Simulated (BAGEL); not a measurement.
# UHF/6-31G(d) (density fitting with qzvpp-jkfit, spherical functions) run of SiHSeCl2 (SMILES Cl[Si](Cl)[SeH])

What is the vertical ionisation energy of SiHSeCl2 at UHF/6-31G* (density fitting with qzvpp-jkfit, spherical functions)? 

The calculation is run with BAGEL 1.2.2.

## (1) The system as given

The species is SiHSeCl2 (5 atoms), meant as a doublet with charge 0. As SMILES, `Cl[Si](Cl)[SeH]`. The coordinates come from a PBE0-D4/def2-TZVP relaxation. This is one conformer, not always the lowest.

Bond lengths: Cl1–Si2 2.057 Å, Si2–Cl3 2.051 Å, Si2–Se4 2.274 Å, Se4–H5 1.470 Å. Angles: Cl1–Si2–Cl3 109.3°, Cl1–Si2–Se4 112.6°, Cl3–Si2–Se4 105.5°, Si2–Se4–H5 91.1°.

## (2) The energy at UHF/6-31G(d) (density fitting with qzvpp-jkfit, spherical functions)

The input, calc.json:

```json
{ "bagel" : [

{
  "title" : "molecule",
  "basis" : "6-31gs.json",
  "df_basis" : "qzvpp-jkfit",
  "angstrom" : "true",
  "geometry" : [
    { "atom" : "Cl", "xyz" : [    0.894500,    0.032400,    1.914100 ] },
    { "atom" : "Si", "xyz" : [   -0.006200,   -0.719500,    0.224600 ] },
    { "atom" : "Cl", "xyz" : [    1.355300,   -1.834300,   -0.829600 ] },
    { "atom" : "Se", "xyz" : [   -0.687500,    0.914800,   -1.202000 ] },
    { "atom" : "H", "xyz" : [   -1.506200,    1.533000,   -0.148600 ] }
  ]
},
{ "title" : "uhf", "nopen" : 1 },
{ "title" : "print", "file" : "orbitals.molden", "orbitals" : "true" }

]}
```

The basis set 6-31G* is read from a file made from the Basis Set Exchange's data (not shown).

The run is started by

```sh
$ BAGEL_NUM_THREADS=1 BAGEL calc.json > calc.out
```

The log of the run:

```text
* using 1 threads per process

  ===============================================================
  ===============================================================

  *** Geometry ***

  { "atom" : "Cl", "xyz" : [      1.690360,      0.061227,      3.617125 ] },
  { "atom" : "Si", "xyz" : [     -0.011716,     -1.359658,      0.424432 ] },
  { "atom" : "Cl", "xyz" : [      2.561146,     -3.466325,     -1.567717 ] },
  { "atom" : "Se", "xyz" : [     -1.299187,      1.728721,     -2.271451 ] },
  { "atom" : "H", "xyz" : [     -2.846305,      2.896950,     -0.280813 ] },

  Number of auxiliary basis functions:      668

  Since a DF basis is specified, we compute 2- and 3-index integrals:
    o Being stored without compression. Storage requirement is 0.041 GB

  Number of basis functions:       88
  Number of electrons      :       83

    * METHOD: MOLECULE                             0.54

  *** Open-shell HF ***

  === Nuclear Repulsion ===
   472.2183087653

      * DIIS with orbital gradients will be used.

  === UHF iteration (6-31gs.json) ===
      0      -3607.96309711          0.01948138           0.42
      1      -3608.05535621          0.01123304           0.34
      2      -3608.07833348          0.00632171           0.34
      3      -3608.08563580          0.00084723           0.37
      4      -3608.08668378          0.00028871           0.33
      5      -3608.08680862          0.00010805           0.33
      6      -3608.08684504          0.00003927           0.33
      7      -3608.08685314          0.00001770           0.33
      8      -3608.08685585          0.00000807           0.34
      9      -3608.08685680          0.00000414           0.33
     10      -3608.08685700          0.00000203           0.33
     11      -3608.08685703          0.00000102           0.33
     12      -3608.08685703          0.00000039           0.35
     13      -3608.08685703          0.00000015           0.34
     14      -3608.08685703          0.00000007           0.33
     15      -3608.08685703          0.00000004           0.33
     16      -3608.08685703          0.00000002           0.33
     17      -3608.08685703          0.00000002           0.35
     18      -3608.08685703          0.00000001           0.33
    * SCF iteration converged.

    * S^2 (UHF) is 0.7581

    * Permanent dipole moment:
           (    0.739551,    -0.133864,    -0.113708) a.u.

    * METHOD: UHF                                  6.83

    * METHOD: PRINT                                0.03

  ===============================================================
```

It took 7.8 s on 1 thread of AMD EPYC 7B13 (Zen 3), shared host; peak memory 0.2 GiB.

## (3) The singlet cation at the same level

The input, calc.json:

```json
{ "bagel": [

{
  "title": "molecule",
  "basis": "6-31gs.json",
  "df_basis": "qzvpp-jkfit",
  "angstrom": "true",
  "geometry": [
    { "atom": "Cl", "xyz": [    0.894500,    0.032400,    1.914100 ] },
    { "atom": "Si", "xyz": [   -0.006200,   -0.719500,    0.224600 ] },
    { "atom": "Cl", "xyz": [    1.355300,   -1.834300,   -0.829600 ] },
    { "atom": "Se", "xyz": [   -0.687500,    0.914800,   -1.202000 ] },
    { "atom": "H", "xyz": [   -1.506200,    1.533000,   -0.148600 ] }
  ]
},
{
  "title": "hf",
  "charge": 1
},
{
  "title": "print",
  "file": "orbitals.molden",
  "orbitals": "true"
}

]}
```

The basis set 6-31G* is read from a file made from the Basis Set Exchange's data (not shown).

The run is started by

```sh
$ BAGEL_NUM_THREADS=1 BAGEL calc.json > calc.out
```

The log of the run:

```text
* using 1 threads per process

  ===============================================================
  ===============================================================

  *** Geometry ***

  { "atom" : "Cl", "xyz" : [      1.690360,      0.061227,      3.617125 ] },
  { "atom" : "Si", "xyz" : [     -0.011716,     -1.359658,      0.424432 ] },
  { "atom" : "Cl", "xyz" : [      2.561146,     -3.466325,     -1.567717 ] },
  { "atom" : "Se", "xyz" : [     -1.299187,      1.728721,     -2.271451 ] },
  { "atom" : "H", "xyz" : [     -2.846305,      2.896950,     -0.280813 ] },

  Number of auxiliary basis functions:      668

  Since a DF basis is specified, we compute 2- and 3-index integrals:
    o Being stored without compression. Storage requirement is 0.041 GB

  Number of basis functions:       88
  Number of electrons      :       83

    * METHOD: MOLECULE                             0.58

  *** RHF ***

  === Nuclear Repulsion ===
   472.2183087653

      * DIIS with orbital gradients will be used.

  === RHF iteration (6-31gs.json) ===
      0      -3607.59882730          0.01304729           0.19
      1      -3607.70423537          0.00883485           0.21
      2      -3607.76691436          0.00092565           0.17
      3      -3607.76840078          0.00026712           0.16
      4      -3607.76850306          0.00009240           0.16
      5      -3607.76852651          0.00003550           0.16
      6      -3607.76853175          0.00001816           0.16
      7      -3607.76853382          0.00000807           0.21
      8      -3607.76853431          0.00000399           0.19
      9      -3607.76853442          0.00000155           0.16
     10      -3607.76853443          0.00000063           0.16
     11      -3607.76853443          0.00000027           0.16
     12      -3607.76853444          0.00000011           0.15
     13      -3607.76853444          0.00000005           0.15
     14      -3607.76853444          0.00000002           0.15
     15      -3607.76853444          0.00000001           0.16
     16      -3607.76853444          0.00000001           0.17
    * SCF iteration converged.

    * Permanent dipole moment:
           (    1.099830,     0.220315,    -0.505956) a.u.

    * METHOD: HF                                   3.26

    * METHOD: PRINT                                0.03

  ===============================================================
```

Run time: 4.2 s. Hardware: 1 thread of AMD EPYC 7B13 (Zen 3), shared host; peak memory 0.19 GiB.

## (4) Outcome

At UHF/6-31G* (density fitting with qzvpp-jkfit, spherical functions):

| quantity | value |
| --- | --- |
| doublet SiHSeCl2: total energy | -3608.08686 Eh |
| doublet SiHSeCl2: dipole moment | 1.93 D |
| doublet SiHSeCl2: ⟨S²⟩ | 0.758 |
| singlet cation: total energy | -3607.76853 Eh |
| singlet cation: HOMO energy | -15.97 eV |
| singlet cation: LUMO energy | -7.61 eV |
| singlet cation: HOMO–LUMO gap | 8.37 eV |
| vertical ionisation energy (to the singlet cation) | 8.662 eV |

In words: Removing an electron at fixed nuclei costs 8.66 eV (200 kcal/mol). Only the singlet of the ionised species was computed; a triplet could lie lower.
